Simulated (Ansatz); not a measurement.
**CH₅AlClN: a ladder of functionals and wavefunction methods**

One table from this session's results is given with a row withheld; the runs are named, their logs left out.

Method: functionals in def2-TZVPP, the program's frozen cores in correlated methods; program: Ansatz 0.2.0, Gaussian basis.

Plan: LDA (SPW92), PBE-D4, revPBE-D4, BLYP-D4, r2SCAN-D4, B97M-V, PBE0-D4, B3LYP-D4, r2SCANh-D4, r2SCAN0-D4, HSE06-D4, BHLYP-D4, CAM-B3LYP-D4, LC-ωPBE, ωB97X-V, ωB97M-V, B2PLYP, PBE-QIDH; CCSD(T)/def2-SVP; CCSD(T)/def2-TZVPP; MP2/def2-QZVPP; extrapolation to the limit; RPA on PBE.

### The relaxed structure

An earlier PBE0-D4 in a triple-zeta def2 set relaxation fixed the geometry.

9 atoms, charge 0, spin multiplicity 1.

Atoms are counted from 1 here; the program's logs count them from 0.

Bond lengths: C1–Al2 1.937 Å, C1–H5 1.094 Å, C1–H6 1.093 Å, C1–H7 1.094 Å, Al2–N3 1.760 Å, Al2–Cl4 2.107 Å, N3–H8 1.007 Å, N3–H9 1.007 Å. Angles: Al2–C1–H5 110.8°, Al2–C1–H6 112.1°, Al2–C1–H7 110.8°, H5–C1–H6 108.0°, H5–C1–H7 106.8°, H6–C1–H7 108.0°, C1–Al2–N3 123.8°, C1–Al2–Cl4 120.5°, N3–Al2–Cl4 115.7°, Al2–N3–H8 124.5°, Al2–N3–H9 124.9°, H8–N3–H9 110.6°.

The first run:

Input file in.yaml:

```yaml
crystal:
  periodic: [false, false, false]
  atoms:
    - {symbol: C, position_ang: [-0.205937, 1.361158, -0.609574]}
    - {symbol: Al, position_ang: [-0.189105, -0.538353, -0.232740]}
    - {symbol: N, position_ang: [0.585560, -1.249667, 1.178319]}
    - {symbol: Cl, position_ang: [-1.130968, -1.896741, -1.539024]}
    - {symbol: H, position_ang: [0.272207, 1.571214, -1.570583]}
    - {symbol: H, position_ang: [0.313654, 1.937636, 0.159587]}
    - {symbol: H, position_ang: [-1.231433, 1.735143, -0.678188]}
    - {symbol: H, position_ang: [0.600958, -2.235072, 1.384815]}
    - {symbol: H, position_ang: [1.073564, -0.731520, 1.890287]}
basis:
  gaussian: {orbitals: def2-TZVPP}
hamiltonian: {xc: lda}
output: {orbitals: {seedname: orbitals}}
```

Steps of the session up to this table: LDA; PBE-D4 (GGA); revPBE-D4 (GGA); BLYP-D4 (GGA); r2SCAN-D4 (meta-GGA); B97M-V (meta-GGA); PBE0-D4 (hybrid); B3LYP-D4 (hybrid); r2SCANh-D4 (hybrid); r2SCAN0-D4 (hybrid); HSE06-D4 (hybrid); BHLYP-D4 (hybrid); CAM-B3LYP-D4 (range-separated); LC-ωPBE-D4 (range-separated; the results give it without D4); ωB97X-V (range-separated); ωB97M-V (range-separated); B2PLYP (double hybrid); PBE-QIDH (double hybrid).

One table of the session follows, with a row left open; its other results are not shown here.

It belongs to the step «Frontier levels by functional». 

| functional | HOMO (eV) | gap (eV) |
| --- | --- | --- |
| LDA (SPW92) | -6.39 | 5.41 |
| PBE-D4 | -6.20 | 5.40 |
| revPBE-D4 | -6.14 | 5.44 |
| BLYP-D4 | -6.07 | 5.30 |
| r2SCAN-D4 | -6.50 | 6.23 |
| B97M-V | -6.53 | 5.89 |
| PBE0-D4 | -7.61 | 7.59 |
| B3LYP-D4 | -7.36 | 7.04 |
| r2SCANh-D4 | -7.03 | 6.99 |
| r2SCAN0-D4 | -7.82 | 8.13 |
| HSE06-D4 | -7.20 | 6.82 |
| BHLYP-D4 | -8.92 | 9.55 |
| CAM-B3LYP-D4 | -9.07 | 9.86 |
| LC-ωPBE | -10.53 | 12.57 |
| ωB97X-V | -10.12 | 11.93 |
| ωB97M-V | ? | ? |

**Question.** Estimate the row for ωB97M-V.

**Answer.** HOMO (eV): -10.00; gap (eV): 11.43. In the column «HOMO (eV)» it lies between ωB97X-V (-10.12) and CAM-B3LYP-D4 (-9.07).
